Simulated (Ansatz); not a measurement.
**CHGeSi (quartet): the correlation ladder, cc-pVDZ**

The task here is to estimate one member of a computed series from the others.

Computed with Ansatz 0.2.0, Gaussian basis. Level: cc-pVDZ, core rule «outside noble gas», up to 20 orbitals frozen.

The runs, in order: UHF; CCSD(T) on ROHF; CCSD(T) on UHF; BCCD(T) on ROHF; CISD as a restricted active space (open shells left free, so some higher excitations enter); CCSDT(Q) on ROHF; CCSDT(Q) on UHF.

24 further runs of the same task are left out: 12 that didn't finish, 12 set aside as unsound or not needed. Runs told in other sessions of the task aren't counted.

## The geometry

The geometry is a PBE0/def2-TZVP stationary point (not a proven minimum) of the parent state, kept for this charge and spin. No spin-orbit coupling is included. The filled d shell of Ge may be among the frozen orbitals whatever the setting's name suggests.

4 atoms, charge 0, spin multiplicity 4.

Atoms are counted from 1 here; the program's logs count them from 0.

Bond lengths: C1–Ge2 1.845 Å, Ge2–Si3 2.292 Å, Si3–H4 1.535 Å. Angles: C1–Ge2–Si3 163.3°, Ge2–Si3–H4 81.5°.

The first run:

File in.yaml:

```yaml
crystal:
  periodic: [false, false, false]
  atoms:
    - {symbol: C, position_ang: [0.000000, -0.238604, 2.206612]}
    - {symbol: Ge, position_ang: [0.000000, 0.087182, 0.390206]}
    - {symbol: Si, position_ang: [0.000000, -0.172309, -1.887072]}
    - {symbol: H, position_ang: [0.000000, 1.361480, -1.833622]}
basis:
  gaussian: {orbitals: cc-pVDZ}
magnetization: {spin_polarized: true, initial_magnetization: 3}
hamiltonian: {xc: hf}
output: {orbitals: {seedname: orbitals}}
```

Started as:

```bash
ansatz run in.yaml --threads 1 --pin off --events-out ev --progress --plain --max-ram 2393MiB
```

Steps of the session up to this table: UHF; CCSD(T) on ROHF; CCSD(T) on UHF; BCCD(T) on ROHF; CISD as a restricted active space (open shells left free, so some higher excitations enter); CCSDT(Q) on ROHF; CCSDT(Q) on UHF.

One table of the session follows, with a row left open; its other results are not shown here.

| method | from RCCSDT(Q) (meV) |
| --- | --- |
| ROHF | +8583.4 |
| UHF | +7815.2 |
| RMP2 | +2180.4 |
| UMP2 | +2172.5 |
| RCCSD | +643.3 |
| UCCSD | +581.6 |
| RCCSD(T) | +163.5 |
| UCCSD(T) | +168.6 |
| BCCD(T) | +143.9 |
| RCCSDT | +64.5 |
| UCCSDT | +52.5 |
| RCCSDT(Q) | 0 |
| UCCSDT(Q) | ? |

Estimate the missing values for UCCSDT(Q).

**Answer.** from RCCSDT(Q) (meV): -1.5. In the column «from RCCSDT(Q) (meV)» it is the lowest.

Not comparable, so not listed: CISD as a restricted active space (open shells left free, so some higher excitations enter) (they don't share determinant, frozen orbitals or solution with the rows shown, or repeat one).

To keep in mind: The determinant of HF (⟨S²⟩ 4.50) is far from a pure spin state, so its energy mixes those of several spin states; that is harmless only where they are near-degenerate. The determinant of CCSD(T) (⟨S²⟩ 4.50) is far from a pure spin state, so its energy mixes those of several spin states; high orders of coupled cluster remove much of that, low ones don't. The determinant of CCSDT(Q) (⟨S²⟩ 4.50) is far from a pure spin state, so its energy mixes those of several spin states; high orders of coupled cluster remove much of that, low ones don't. Warnings: spin contamination; large T1 diagnostic. Restricted and unrestricted rows rest on different reference determinants; a gap between their highest levels can come from leftover correlation error, from unlike frozen cores or from another state.
